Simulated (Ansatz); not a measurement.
**Co: a slab and its surfaces, (0001), 7 layers**

What do the surfaces of Co (0001), 7 layers cost, and how tightly do they hold an electron? Methods of the runs shown: LAPW, norm-conserving and crystal datasets. Companion runs by PAW are cited. Its runs: bulk in the slab's orientation (LAPW); the reference run (LAPW, norm-conserving and crystal datasets); at the positions relaxed by PAW (LAPW).

Method: DFT PBE, with the methods named in each step, in Ansatz 0.2.0.

2 further runs of the same task are left out: 2 for a known fault of the program.

## Step 1: The starting structure

Symmetry: P6_3/mmc, No. 194, hexagonal system. The conventional cell has a = 2.493 Å, b = 2.493 Å, c = 4.037 Å, α = 90.00°, β = 90.00°, γ = 120.00°. Co (site symmetry -6m2) has 12 Co at 2.48 to 2.49 Å as nearest neighbours.

Structure file:

```
CELL_PARAMETERS angstrom
1.24652 -2.15904 0.00000
1.24652 2.15904 0.00000
0.00000 0.00000 4.03693
ATOMIC_POSITIONS crystal
Co 0.66667 0.33333 0.25000
Co 0.33333 0.66667 0.75000
```

Atoms are numbered in the order of the input: Co1, Co2.

## Step 2: Bulk in the slab's orientation, LAPW

The input, input.yaml:

```yaml
crystal:
  lattice:
    - [1.2465198931, -2.1590357875, 0.0]
    - [1.2465198931, 2.1590357875, 0.0]
    - [0.0, 0.0, 4.0369295127]
  atoms:
    - { symbol: Co, position: [0.666666667, 0.333333333, 0.25], spin: 1.7 }
    - { symbol: Co, position: [0.333333333, 0.666666667, 0.75], spin: 1.7 }
magnetization:
  spin_polarized: true
kpoints:
  mp_grid: { grid: [15, 15, 8] }
scf:
  occupations: { method: fermi_dirac, width: 0.1 }
hamiltonian:
  xc: pbe
  pseudopotentials: { kind: all_electron, lapw: { basis_error: 0.001 } }
output:
  forces: true
  stress: true
  eigenvalues: true
```

Launch:

```
ansatz run input.yaml --threads 4 --pin off --max-ram 12288MiB --backend cpu --events-out ev --progress --plain --runs-dir out
```

## Step 4: Slab as cut, LAPW

The input, input.yaml:

```yaml
crystal:
  lattice:
    - [2.4930397862, 0.0, 0.0]
    - [-1.2465198931, 2.1590357875, 0.0]
    - [0.0, 0.0, 28.1108]
  atoms:
    - { symbol: Co, position: [0.0, 0.0, 0.2845883337], spin: 1.7 }
    - { symbol: Co, position: [0.333333334, 0.666666666, 0.3563922225], spin: 1.7 }
    - { symbol: Co, position: [0.0, 0.0, 0.4281961112], spin: 1.7 }
    - { symbol: Co, position: [0.333333334, 0.666666666, 0.5], spin: 1.7 }
    - { symbol: Co, position: [0.0, 0.0, 0.5718038888], spin: 1.7 }
    - { symbol: Co, position: [0.333333334, 0.666666666, 0.6436077775], spin: 1.7 }
    - { symbol: Co, position: [0.0, 0.0, 0.7154116663], spin: 1.7 }
magnetization:
  spin_polarized: true
kpoints:
  mp_grid: { grid: [15, 15, 1] }
scf:
  occupations: { method: fermi_dirac, width: 0.1 }
hamiltonian:
  xc: pbe
  pseudopotentials: { kind: all_electron, lapw: { basis_error: 0.001 } }
output:
  forces: true
  stress: true
  eigenvalues: true
  populations: true
  dos: { projected: true, de: 0.2, e_range: [-14, 8] }
efield:
  axis: 3
  amplitude: 0
  dipole_correction: true
```

## Step 5: At the positions relaxed by PAW, LAPW

The input, input.yaml:

```yaml
crystal:
  lattice:
    - [2.4930397862, 0.0, 0.0]
    - [-1.2465198931, 2.1590357875, 0.0]
    - [0.0, 0.0, 28.1108]
  atoms:
    - { symbol: Co, position: [0.0, 0.0, 0.2860076755], spin: 1.7 }
    - { symbol: Co, position: [0.3333333333, 0.6666666667, 0.3557477327], spin: 1.7 }
    - { symbol: Co, position: [0.0, 0.0, 0.4284136853], spin: 1.7 }
    - { symbol: Co, position: [0.3333333333, 0.6666666667, 0.500000091], spin: 1.7 }
    - { symbol: Co, position: [0.0, 0.0, 0.5715863955], spin: 1.7 }
    - { symbol: Co, position: [0.3333333333, 0.6666666667, 0.6442522157], spin: 1.7 }
    - { symbol: Co, position: [0.0, 0.0, 0.7139922043], spin: 1.7 }
magnetization:
  spin_polarized: true
kpoints:
  mp_grid: { grid: [15, 15, 1] }
scf:
  occupations: { method: fermi_dirac, width: 0.1 }
hamiltonian:
  xc: pbe
  pseudopotentials: { kind: all_electron, lapw: { basis_error: 0.001 } }
output:
  forces: true
  stress: true
  eigenvalues: true
efield:
  axis: 3
  amplitude: 0
  dipole_correction: true
```

## Step 6: Slab as cut, norm-conserving

Changes to input.yaml since step 5:

```diff
@@ -21,3 +21,3 @@
   xc: pbe
-  pseudopotentials: { kind: all_electron, lapw: { basis_error: 0.001 } }
+  pseudopotentials: { kind: nc }
 output:
```

## Step 7: Slab as cut, crystal datasets

Changes to input.yaml since step 6:

```diff
@@ -21,3 +21,3 @@
   xc: pbe
-  pseudopotentials: { kind: nc }
+  pseudopotentials: { kind: all_electron, datasets: crystal }
 output:
```

(Steps that only read results are left out.)

**Question.** What will these runs give? Wanted: surface energy; work function; outer layer spacing (for each run or level that gives them).

**Answer**, as computed:

| quantity | value |
| --- | --- |
| surface energy (LAPW, relaxed) | 2.14 J/m² |
| work function (LAPW, relaxed) | 4.96 eV |
| work function (norm-conserving, relaxed) | 4.96 eV |
| work function (crystal datasets, relaxed) | 4.96 eV |
| surface energy (PAW, relaxed) | 2.13 J/m² |
| work function (PAW, relaxed) | 4.96 eV |
| outer layer spacing (PAW) | 2.02 → 1.96 Å |

In words: By LAPW the surface costs 2.17 J/m² as cut and 2.14 J/m² relaxed. The outermost spacing changes by -2.9 % (PAW). Thickness wasn't converged, and no reconstruction was sought. Other magnetic orders may lie lower; this is the state that the run reached.
